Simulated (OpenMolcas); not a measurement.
# Re³⁺ among point charges: CASSCF and CASPT2 levels and susceptibility

Aim: the splitting of the states of Re³⁺ in the field of 6 point charges, its lowest levels with spin-orbit coupling and its magnetic susceptibility.

Method: state-averaged CASSCF and CASPT2, spin-orbit coupling by RASSI with atomic mean-field integrals. Code: OpenMolcas 26.06.

## (1) The atom as given

| Item | Value |
| --- | --- |
| Species | Re³⁺ (rhenium, Z = 75, 72 electrons) |
| Basis | ANO-RCC-VDZP [7s6p4d2f1g], 68 functions |
| Scalar Hamiltonian | DKH2, point nucleus |
| Inactive shells | 1s 2s 2p 3s 3p 3d 4s 4p 4d 4f 5s 5p |
| Active space | 4 electrons in 5 orbitals (5d) |
| Some configurations of this space | 5d4 |
| Orbitals | optimised for each spin and parity, averaged over all roots |

Outer shells as boxes (Hund's rule):

5d4
```
5d [↑ ][↑ ][↑ ][↑ ][  ]
```

The ion sits among 6 point charges of -1.7 e arranged as an octahedron (Oh), 1.96 Å from the ion.

The work runs as a chain of OpenMolcas steps in one folder; each step below is one input file. Labels, J, g values, rates, χT and fits are worked out afterwards by a script from the matrices that RASSI stores. The input lists half of the charges; inversion (Group=XYZ) makes the rest.

## (2) Basis and integrals

File a.inp:

```
&GATEWAY
Coord
1

Re 0.0 0.0 0.0
Basis=ANO-RCC-VDZP
Group=XYZ
NoMove
AngMom=0.0 0.0 0.0
AMFI
XField
3 Angstrom 0
1.960000 0.000000 0.000000 -1.700000
0.000000 1.960000 0.000000 -1.700000
0.000000 0.000000 1.960000 -1.700000
&SEWARD
```

Run with:

```sh
> OMP_NUM_THREADS=1 MOLCAS_MEM=1689 MOLCAS_PROJECT=a pymolcas a.inp > a.log
```

## (3) CASSCF: quintets of even parity, 5 roots

File a.inp:

```
&RASSCF
FileOrb=start.orb
Symmetry=1
Spin=5
nActEl=4 0 0
Inactive=15 19
Ras2=5 0
CIRoot=5 5 1
SDav=5
CIMx=300
Iter=120 100
PrWF=0.3
OrbListing=Nothing
MaxOrb=0
>>> COPY $Project.JobIph JOB001
```

start.orb holds the contracted functions of the basis, ordered by shell, or the orbitals of the step before.

## (4) Reference wave functions, triplets of even parity, 45 roots

File a.inp:

```
&RASSCF
FileOrb=start.orb
Symmetry=1
Spin=3
nActEl=4 0 0
Inactive=15 19
Ras2=5 0
CIRoot=45 45 1
SDav=45
CIMx=300
Iter=120 100
PrWF=0.3
OrbListing=Nothing
MaxOrb=0
>>> COPY $Project.JobIph JOB002
```

## (5) Reference wave functions, singlets of even parity, 50 roots

File a.inp:

```
&RASSCF
FileOrb=start.orb
Symmetry=1
Spin=1
nActEl=4 0 0
Inactive=15 19
Ras2=5 0
CIRoot=50 50 1
SDav=50
CIMx=300
Iter=120 100
PrWF=0.3
OrbListing=Nothing
MaxOrb=0
>>> COPY $Project.JobIph JOB003
```

## (6) RASSI: spin-orbit coupling between the states

File a.inp:

```
&RASSI
NrOfJobIphs=3 5 45 50
1 2 3 4 5
1 2 3 4 5 6 7 8 9 10 11 12 13 14 15 16 17 18 19 20 21 22 23 24 25 26 27
28 29 30 31 32 33 34 35 36 37 38 39 40 41 42 43 44 45
1 2 3 4 5 6 7 8 9 10 11 12 13 14 15 16 17 18 19 20 21 22 23 24 25 26 27
28 29 30 31 32 33 34 35 36 37 38 39 40 41 42 43 44 45 46 47 48 49 50
IphNames
JOB001
JOB002
JOB003
EJob
SpinOrbit
DIPRint=1.0
SOCoupling=1000.0
Subsets=2
Property=9
'ANGMOM' 1 'ANGMOM' 2 'ANGMOM' 3 'MLTPL  1' 1 'MLTPL  1' 2 'MLTPL  1' 3
'AMFI' 1 'AMFI' 2 'AMFI' 3
SOProperty=3
'ANGMOM' 1 'ANGMOM' 2 'ANGMOM' 3
```

## (7) CASPT2: IPEA 0.25, imaginary shift 0.1 (closed shells correlated: 5s 5p)

File a.inp:

```
>>> COPY JOB001 $Project.JobIph
&CASPT2
Multistate=5 1 2 3 4 5
NoMult
Frozen=14 16
IPEA=0.25
Imaginary=0.1
MaxIter=60
WThr=0.0 0.3 0.05
PrWF=0.5
NoMix
>>> COPY JOB002 $Project.JobIph
&CASPT2
Multistate=45 1 2 3 4 5 6 7 8 9 10 11 12 13 14 15 16 17 18 19 20 21 22
23 24 25 26 27 28 29 30 31 32 33 34 35 36 37 38 39 40 41 42 43 44 45
NoMult
Frozen=14 16
IPEA=0.25
Imaginary=0.1
MaxIter=60
WThr=0.0 0.3 0.05
PrWF=0.5
NoMix
>>> COPY JOB003 $Project.JobIph
&CASPT2
Multistate=50 1 2 3 4 5 6 7 8 9 10 11 12 13 14 15 16 17 18 19 20 21 22
23 24 25 26 27 28 29 30 31 32 33 34 35 36 37 38 39 40 41 42 43 44 45 46
47 48 49 50
NoMult
Frozen=14 16
IPEA=0.25
Imaginary=0.1
MaxIter=60
WThr=0.0 0.3 0.05
PrWF=0.5
NoMix
```

(Steps that only read results are left out.)

Before running it: what results should come out? Wanted: spin-free ground state; first state of the same spin within the active space; lowest level; next level.

As calculated:

```
                                            quantity                                                                        value
                                              method  SS-CASPT2, IPEA 0.25, imaginary shift 0.1 (closed shells correlated: 5s 5p)
                              spin-free ground state                                               5E, 2-fold in its orbital part
first state of the same spin within the active space                                                            5T2 at 15800 cm⁻¹
                                        lowest level                                                                    1-fold A1
                                          next level                                                                  3559.9 cm⁻¹
                                         χT at 300 K                                                               0.17 cm³ K/mol
                           effective moment at 300 K                                                                      1.17 μB
```

Cost by method:

```csv
method,time of its own steps,time with the reference
A. CASSCF,26 s,26 s
"B. SS-CASPT2, IPEA 0.25, imaginary shift 0.1, +5s 5p",12 s,38 s
```

Times are of one thread on a shared host.

The spin-free ground state (5E) comes to 100 % from free-ion D terms and keeps the highest spin of the shell. χT at 300 K is 0.17, against 3.01 cm³ K/mol for the spin alone, so spin-orbit coupling lowers it. An active space of the d shell alone favours high spin; real ions in strong fields can be low spin. A ligand-field fit to the states below 45000 cm-1 gives 10Dq = 16276 cm-1, B = 597 cm-1 and C = 2924 cm-1 (C/B = 4.90), with a deviation of 562 cm-1. CASPT2 does not keep the components of a term degenerate, and the means are used. An orbital doublet at a regular site is open to a Jahn-Teller distortion, which this geometry leaves out. The field of point charges can differ much from that of real complexes. With metal d orbitals alone active, the gaps between spin states are rough; where two lie within a few thousand cm-1, their order is open. This is an electrostatic model: the charges have no orbitals.
